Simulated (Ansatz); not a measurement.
# C2HF2Si (SMILES [C]#C[SiH](F)F) at 6 levels

Aim: a comparison of 6 runs (UB3LYP/6-31G*, U-revPBE/def2-SVPD, UB3LYP/def2-SVPD, USVWN5/def2-SVPD, UMP2/def2-SVPD, UCCSD/def2-SVPD) of C2HF2Si. 

The calculation is run with Ansatz 0.2.0.

45 further runs of the same task are left out: 45 set aside as unsound or not needed.

### Step 1. The structure to begin with

C2HF2Si has 6 atoms, charge 0, and is taken as a doublet. As SMILES, `[C]#C[SiH](F)F`. The Si3–F4 distance was set to 3.475 Å, away from the relaxed value. At this shape a bond of the SMILES string is far longer than usual.

Bond lengths: C1–C2 1.211 Å, C2–Si3 1.812 Å, Si3–F5 1.580 Å, Si3–H6 1.468 Å. Angles: C1–C2–Si3 176.8°, C2–Si3–F5 108.8°, C2–Si3–H6 112.5°, F5–Si3–H6 109.4°.

### Step 2. The energy at UB3LYP/6-31G(d) (spherical functions) (run 1)

molecule.yaml reads:

```yaml
crystal:
  periodic: [false, false, false]
  atoms:
    - {symbol: C, position_ang: [2.414665, -1.699904, 2.063430]}
    - {symbol: C, position_ang: [2.001565, -0.697404, 1.524130]}
    - {symbol: Si, position_ang: [1.373265, 0.844396, 0.809930]}
    - {symbol: F, position_ang: [-1.479900, 0.138200, -1.044000]}
    - {symbol: F, position_ang: [2.460365, 1.428596, -0.175870]}
    - {symbol: H, position_ang: [1.053465, 1.848196, 1.832530]}
basis:
  gaussian:
    orbitals: 6-31G_st_-spherical.json
total_charge: 0
magnetization:
  spin_polarized: true
  initial_magnetization: 1
hamiltonian:
  xc: {name: B3LYP}
accuracy: high
output: {orbitals: {seedname: orbitals}}
```

The basis set 6-31G* is read from a file made from the Basis Set Exchange's data (not shown).

Command:

```console
$ ansatz run molecule.yaml --threads 1 --pin off --max-ram 3480MiB --events-out events.jsonl --progress --plain --runs-dir runs
```

Output:

```text
Warning: RAYON_NUM_THREADS=1 ignored (pool sized by the plan → 1); use --threads N
Functional definition: B3LYP
  name "B3LYP"
  parameter a0 = 0.2
  parameter ax = 0.72
  parameter ac = 0.81
  exchange = (1 - a0 - ax)*slater_x + ax*b88_x + a0*exact_x
  correlation = (1 - ac)*vwn_rpa_c + ac*lyp_c
1529 factors; integrals over basis functions are off by at most 3.6e-9 eV
mean field evaluation 1: about -15382.3495 eV, gradient 4.7e1 eV
mean field evaluation 2: about -15054.3670 eV, gradient 1.1e2 eV
mean field evaluation 4: about -15382.9274 eV, gradient 4.7e1 eV
mean field evaluation 8: about -15383.7976 eV, gradient 4.3e1 eV
mean field evaluation 16: about -15393.6825 eV, gradient 1.5e-2 eV
mean field evaluation 32: about -15393.6290 eV, gradient 1.4e0 eV
mean field evaluation 64: about -15393.5820 eV, gradient 9.3e-1 eV
mean field -15393.68256313 eV, -565.7073999824 hartree, gradient 3.4e-8 eV, S^2 1.114285; 8 other end points of the search recorded, 0 dependent functions left out
reference -15393.68260008 eV, -565.7074013400 hartree; 23, 22 occupied and 53, 54 virtual orbitals, 1529 factors
Total energy: -15393.68260008 eV, -565.7074013400 hartree
```

Run time: 39 s. Hardware: 1 thread of Intel Xeon Platinum 8259CL at 2.50GHz (Skylake/Cascade Lake), shared host; peak memory 0.35 GiB.

### Step 3. The energy at U-revPBE/def2-SVPD (run 2)

run.yaml reads:

```yaml
crystal:
  periodic: [false, false, false]
  atoms:
    - symbol: C
      position_ang: [2.414665, -1.699904, 2.063430]
    - symbol: C
      position_ang: [2.001565, -0.697404, 1.524130]
    - symbol: Si
      position_ang: [1.373265, 0.844396, 0.809930]
    - symbol: F
      position_ang: [-1.479900, 0.138200, -1.044000]
    - symbol: F
      position_ang: [2.460365, 1.428596, -0.175870]
    - symbol: H
      position_ang: [1.053465, 1.848196, 1.832530]
basis:
  gaussian:
    orbitals: def2-SVPD
magnetization:
  spin_polarized: true
  initial_magnetization: 1
hamiltonian:
  xc: {name: revPBE}
accuracy: high
output: {orbitals: {seedname: orbitals}}
```

Command:

```console
$ ansatz run run.yaml --threads 1 --pin off --max-ram 3480MiB --events-out events.jsonl --progress --plain --runs-dir runs
```

Output (excerpt; [...] marks lines left out):

```text
Warning: RAYON_NUM_THREADS=1 ignored (pool sized by the plan → 1); use --threads N
Functional definition: revPBE
  name "revPBE"
[...]
2291 factors; integrals over basis functions are off by at most 3.6e-9 eV
[...]
mean field -15383.08999967 eV, -565.3181304549 hartree, gradient 4.5e-8 eV, S^2 0.825849; 10 other end points of the search recorded, 0 dependent functions left out
reference -15383.09000513 eV, -565.3181306558 hartree; 23, 22 occupied and 95, 96 virtual orbitals, 2291 factors
Total energy: -15383.09000513 eV, -565.3181306558 hartree
```

Wall time 90 s (1 thread of Intel Xeon Platinum 8259CL at 2.50GHz (Skylake/Cascade Lake), shared host); peak memory 0.46 GiB.

Runs 3 to 5 aren't shown in full; the table further down has their settings and results.

### Step 4. The energy at UCCSD/def2-SVPD (run 6)

input.yaml reads:

```yaml
crystal:
  periodic: [false, false, false]
  atoms:
    - symbol: C
      position_ang: [2.414665, -1.699904, 2.063430]
    - symbol: C
      position_ang: [2.001565, -0.697404, 1.524130]
    - symbol: Si
      position_ang: [1.373265, 0.844396, 0.809930]
    - symbol: F
      position_ang: [-1.479900, 0.138200, -1.044000]
    - symbol: F
      position_ang: [2.460365, 1.428596, -0.175870]
    - symbol: H
      position_ang: [1.053465, 1.848196, 1.832530]
basis:
  gaussian:
    orbitals: def2-SVPD
magnetization:
  spin_polarized: true
  initial_magnetization: 1
correlation:
  method: ccsd
  frozen_orbitals: {C: 1, F: 1, H: 0, Si: 5}
accuracy: high
scf:
  omitted_lower_state_checks: [cluster_reference, increment]
```

Command:

```console
$ ansatz run input.yaml --threads 1 --pin off --max-ram 3480MiB --events-out events.jsonl --progress --plain --runs-dir runs
```

Output:

```text
Warning: RAYON_NUM_THREADS=1 ignored (pool sized by the plan → 1); use --threads N
[... 22 lines left out ...]
9 core orbitals not correlated: weight in the atoms' cores, before any rotation towards them, 1.000 or more for the frozen orbitals, at most 0.000 for the correlated occupied ones
[... 68 lines left out ...]
Total energy: -15355.67072799 eV, -564.3104908061 hartree
Checks for a lower state left out: cluster_reference, increment
```

It took 7.9 min on 1 thread of Intel Xeon Platinum 8259CL at 2.50GHz (Skylake/Cascade Lake), shared host; peak memory 2.5 GiB.

### Step 5. The series

```
run                                level  frozen core orbitals  energy (Eh)  HOMO energy (eV)   ⟨S²⟩  wall time
  1  UB3LYP/6-31G* (spherical functions)                     –  -565.707401             -7.40  1.114       39 s
  2                   U-revPBE/def2-SVPD                     –  -565.318131             -7.30  0.826       90 s
  3                     UB3LYP/def2-SVPD                     –  -565.463614             -7.91  1.066       76 s
  4                     USVWN5/def2-SVPD                     –  -562.316883             -7.50  0.781       78 s
  5                       UMP2/def2-SVPD                     9  -564.248031                 –  2.162    1.9 min
  6                      UCCSD/def2-SVPD                     9  -564.310491                 –  2.162    7.9 min
```

### Step 6. What came out

| quantity | value |
| --- | --- |
| run 6: total energy | -564.31049 Eh |
| run 6: correlation energy (9 core orbitals frozen) | -674.5 mEh |
| run 6: ⟨S²⟩ of the reference determinant | 2.162 |
| run 6: T1 diagnostic | 0.054 |

**Reading.** Totals of different functionals can't be ranked against each other. Spin contamination of the reference: run 5 ⟨S²⟩ = 2.16, run 6 ⟨S²⟩ = 2.16, run 1 ⟨S²⟩ = 1.11, run 3 ⟨S²⟩ = 1.07. Where it is this large, the reference is a mixture of spin states, and values that rest on it are in doubt. All runs together took 14 min, the longest 7.9 min.
